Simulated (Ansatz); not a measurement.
# C2H8Sn: the cost of one run

Program: Ansatz 0.2.0, Gaussian basis. Level of theory: the settings change from run to run. These are calculated values, not measurements.

### 1 The geometry

The geometry comes from an earlier relaxation with PBE0-D4 in a triple-zeta def2 set; it is a stationary point, not always the lowest conformer. Sn takes a core potential in def2 sets; no spin-orbit term is included.

SMILES `C[CH2][SnH3]`, 11 atoms, charge 0, spin multiplicity 1.

Atoms are counted from 1 here; the program's logs count them from 0.

Bond lengths: C1–C2 1.522 Å, C1–H4 1.093 Å, C1–H5 1.093 Å, C1–H6 1.094 Å, C2–Sn3 2.150 Å, C2–H7 1.093 Å, C2–H8 1.093 Å, Sn3–H9 1.711 Å, Sn3–H10 1.711 Å, Sn3–H11 1.710 Å. Angles: C2–C1–H4 111.7°, C2–C1–H5 111.7°, C2–C1–H6 111.4°, H4–C1–H5 107.3°, H4–C1–H6 107.2°, H5–C1–H6 107.2°, C1–C2–Sn3 113.2°, C1–C2–H7 111.1°, C1–C2–H8 111.1°, Sn3–C2–H7 107.2°, Sn3–C2–H8 107.2°, H7–C2–H8 106.8°, C2–Sn3–H9 109.7°, C2–Sn3–H10 109.7°, C2–Sn3–H11 111.1°, H9–Sn3–H10 108.5°, H9–Sn3–H11 108.9°, H10–Sn3–H11 108.9°.

As a file:

```xyz
11

C    -1.0698    1.0245   -0.2489
C    -0.5695   -0.4052   -0.3941
Sn    1.3691   -0.7158    0.4833
H    -1.1574    1.3177    0.8006
H    -0.3972    1.7392   -0.7304
H    -2.0568    1.1501   -0.7045
H    -1.2558   -1.1116    0.0792
H    -0.4982   -0.6916   -1.4462
H     1.3112   -0.3458    2.1531
H     2.5108    0.3181   -0.2623
H     1.8791   -2.3366    0.2911
```

### 2 wB97M-V/def2-SVP

This run has unrestricted orbitals.

in.yaml reads:

```yaml
crystal:
  periodic: [false, false, false]
  atoms:
    - {symbol: C, position_ang: [-1.069783, 1.024463, -0.248936]}
    - {symbol: C, position_ang: [-0.569471, -0.405192, -0.394084]}
    - {symbol: Sn, position_ang: [1.369053, -0.715758, 0.483289]}
    - {symbol: H, position_ang: [-1.157422, 1.317680, 0.800556]}
    - {symbol: H, position_ang: [-0.397160, 1.739176, -0.730446]}
    - {symbol: H, position_ang: [-2.056849, 1.150118, -0.704498]}
    - {symbol: H, position_ang: [-1.255844, -1.111620, 0.079180]}
    - {symbol: H, position_ang: [-0.498184, -0.691609, -1.446231]}
    - {symbol: H, position_ang: [1.311151, -0.345802, 2.153066]}
    - {symbol: H, position_ang: [2.510788, 0.318135, -0.262284]}
    - {symbol: H, position_ang: [1.879117, -2.336593, 0.291090]}
basis:
  gaussian: {orbitals: def2-SVP}
magnetization: {spin_polarized: true, initial_magnetization: 0}
hamiltonian: {xc: {name: wB97M-V}}
output: {forces: true}
```

The run is started by

```
$ ansatz run in.yaml --threads 4 --pin off --events-out ev --progress --plain --max-ram 10444MiB
```

**Question.** How long does this run take on 4 threads of Arm Neoverse V2, shared host, and how much memory does it need?

About 5.5 s, with a peak of 0.45 GiB.
